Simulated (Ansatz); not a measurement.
# LiSe+ (triplet): wB97M-V, B2PLYP over a scan of the distance Se1–Li2, cc-pVDZ

Aim: run LiSe+ (triplet) with these functionals over a scan of the distance Se1–Li2, and hold them against the top wave-function level at the same points.

Program: Ansatz 0.2.0, Gaussian basis. Level of theory: cc-pVDZ, all electrons in the functionals, frozen cores in the correlation of double hybrids and RPA. These are calculated values, not measurements.

Plan: wB97M-V, B2PLYP, at 2.069 Å; 2.345 Å; 2.568 Å; 2.883 Å; 3.197 Å; 3.591 Å; 4.140 Å; 4.839 Å; 5.581 Å; 6.844 Å; 8.670 Å.

73 further runs of the same task are left out: 55 for a known fault of the program, 12 that didn't finish, 6 set aside as unsound or not needed.

**1. What is computed**

The geometry derives from a PBE0/def2-TZVP stationary point (not a proven minimum). One bond is set to the value named and the two fragments are kept rigid. No spin-orbit coupling is included. The filled d shell of Se may be among the frozen orbitals whatever the setting's name suggests; the logs give the count.

2 atoms, charge 1, spin multiplicity 3.

Atoms are counted from 1 here; the program's logs count them from 0.

Bond lengths: Se1–Li2 2.568 Å.

No dispersion term is added; wB97M-V holds VV10 nonlocal correlation.

The geometry shown and the zero of energy belong to the point 2.568 Å. The yardstick, FCI, and other wave-function levels (R restricted, U unrestricted, valence and pair active spaces) come from earlier runs.

**2. wB97M-V, 2.069 Å**

in.yaml reads:

```yaml
crystal:
  periodic: [false, false, false]
  atoms:
    - {symbol: Se, position_ang: [0.000000, 0.000000, 0.000000]}
    - {symbol: Li, position_ang: [0.000000, 0.000000, 2.069000]}
basis:
  gaussian: {orbitals: cc-pVDZ}
total_charge: 1
magnetization: {spin_polarized: true, initial_magnetization: 2}
hamiltonian: {xc: {name: wB97M-V}}
output: {orbitals: {seedname: orbitals}}
```

Launch:

```
$ ansatz run in.yaml --threads 1 --pin off --events-out ev --progress --plain --max-ram 2393MiB
```

Further steps of the session: wB97M-V, 2.345 Å; wB97M-V, 2.568 Å; wB97M-V, 2.883 Å; wB97M-V, 3.197 Å; wB97M-V, 3.591 Å; wB97M-V, 4.140 Å; wB97M-V, 4.839 Å; wB97M-V, 5.581 Å; wB97M-V, 6.844 Å; wB97M-V, 8.670 Å; B2PLYP, 2.069 Å; B2PLYP, 2.345 Å; B2PLYP, 2.568 Å; B2PLYP, 2.883 Å; B2PLYP, 3.197 Å; B2PLYP, 3.591 Å; B2PLYP, 4.140 Å; B2PLYP, 4.839 Å; B2PLYP, 5.581 Å; B2PLYP, 6.844 Å; B2PLYP, 8.670 Å.

Q: Predict the results of all the runs planned. Wanted: span of the FCI curve; largest miss, wB97M-V; largest miss, B2PLYP.

The runs gave:

| quantity | value |
| --- | --- |
| span of the FCI curve | 0.891 eV |
| largest miss, wB97M-V | -0.112 eV (2.069 Å) |
| largest miss, B2PLYP | -0.087 eV (2.069 Å) |

In words: Of the functionals, B2PLYP keep the smallest largest miss at the points compared (at most 0.087 eV) and wB97M-V strays most (0.112 eV, at 2.069 Å). Functionals and the yardstick converge differently with the basis, so part of each miss in cc-pVDZ is the basis.
